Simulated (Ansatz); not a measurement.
# Si5Sn: the cost of one run

Computed with Ansatz 0.2.0 (DFT PBE, scalar-relativistic, plane waves, PAW, unless a step's input says otherwise).

2 further runs of the same task are left out: 2 that didn't finish.

## (1) The structure to begin with

Symmetry: P6/mmm, No. 191, hexagonal system. The conventional cell has a = 5.383 Å, b = 5.383 Å, c = 4.164 Å, α = 90.00°, β = 90.00°, γ = 120.00°. Si (site symmetry mmm) has 8 Si at 2.60 to 2.69 Å and 4 Sn at 3.40 Å as nearest neighbours. Around Si (site symmetry -6m2) lie 9 Si at 2.60 to 3.11 Å and 3 Sn at 3.11 Å. Sn (site symmetry 6/mmm) has 18 Si at 3.11 to 3.40 Å as nearest neighbours.

Coordinates:

```cif
data_structure
_symmetry_space_group_name_H-M 'P6/mmm'
_symmetry_Int_Tables_number 191
_cell_length_a 5.3832
_cell_length_b 5.3832
_cell_length_c 4.1642
_cell_angle_alpha 90.000
_cell_angle_beta 90.000
_cell_angle_gamma 120.000
_cell_volume 104.51
loop_
_atom_site_label
_atom_site_type_symbol
_atom_site_symmetry_multiplicity
_atom_site_Wyckoff_symbol
_atom_site_fract_x
_atom_site_fract_y
_atom_site_fract_z
_atom_site_occupancy
Si1 Si 3 f 0.50000 0.50000 0.00000 1
Si2 Si 2 d 0.33333 0.66667 0.50000 1
Sn1 Sn 1 b 0.00000 0.00000 0.50000 1
```

It is the end of an earlier relaxation with the same method, from a database cell with other species swapped in; it is a trial structure. At a tolerance of 0.05 Å it has space group P6/mmm (No. 191); it has 17.42 Å³/atom, an uncorrected energy of +0.52 eV/atom over the elements.

## (2) Electronic structure at the relaxed geometry

Contents of input.yaml:

```yaml
crystal:
  lattice:
    - [5.3831514061, 0.0, 0.0]
    - [-2.691575703, 4.6619458702, 0.0]
    - [0.0, 0.0, 4.1642441676]
  atoms:
    - { symbol: Si, position: [0.5, 0.5, 0.0] }
    - { symbol: Si, position: [0.3333333333, 0.6666666667, 0.5] }
    - { symbol: Si, position: [0.0, 0.5, 0.0] }
    - { symbol: Si, position: [0.5, 0.0, 0.0] }
    - { symbol: Si, position: [0.6666666667, 0.3333333333, 0.5] }
    - { symbol: Sn, position: [0.0, 0.0, 0.5] }
basis:
  ecutwfc: 420
kpoints:
  mp_grid: { grid: [12, 12, 10] }
  band_path:
    path:
      - [[0.0, 0.0, 0.0], [0.5, 0.0, 0.0], [0.33333333, 0.33333333, 0.0], [0.0, 0.0, 0.0], [0.0, 0.0, 0.5], [0.5, 0.0, 0.5], [0.33333333, 0.33333333, 0.5], [0.0, 0.0, 0.5]]
      - [[0.5, 0.0, 0.5], [0.5, 0.0, 0.0]]
      - [[0.33333333, 0.33333333, 0.5], [0.33333333, 0.33333333, 0.0]]
    npoints: 14
hamiltonian:
  xc: pbe
scf:
  occupations: { method: gaussian, width: 0.1 }
  n_extra_bands: 15
output:
  forces: true
  stress: true
  eigenvalues: true
  populations: true
  dos: { projected: true, de: 0.02, nscf_kmesh: { grid: [15, 15, 12] } }
  bader: true
  write_density: true
  write_potential: true
  elf: true
  volumetric_format: npy
```

The run is started by

```console
ansatz run input.yaml --threads 1 --pin off --max-ram 2560MiB --backend cpu --events-out ev --progress --plain --runs-dir out
```

**Question.** How long does this run take on 1 thread of AMD EPYC 7R43 (Zen 3), shared host, and how much memory does it need?

About 88 s, with a peak of 0.7 GiB.
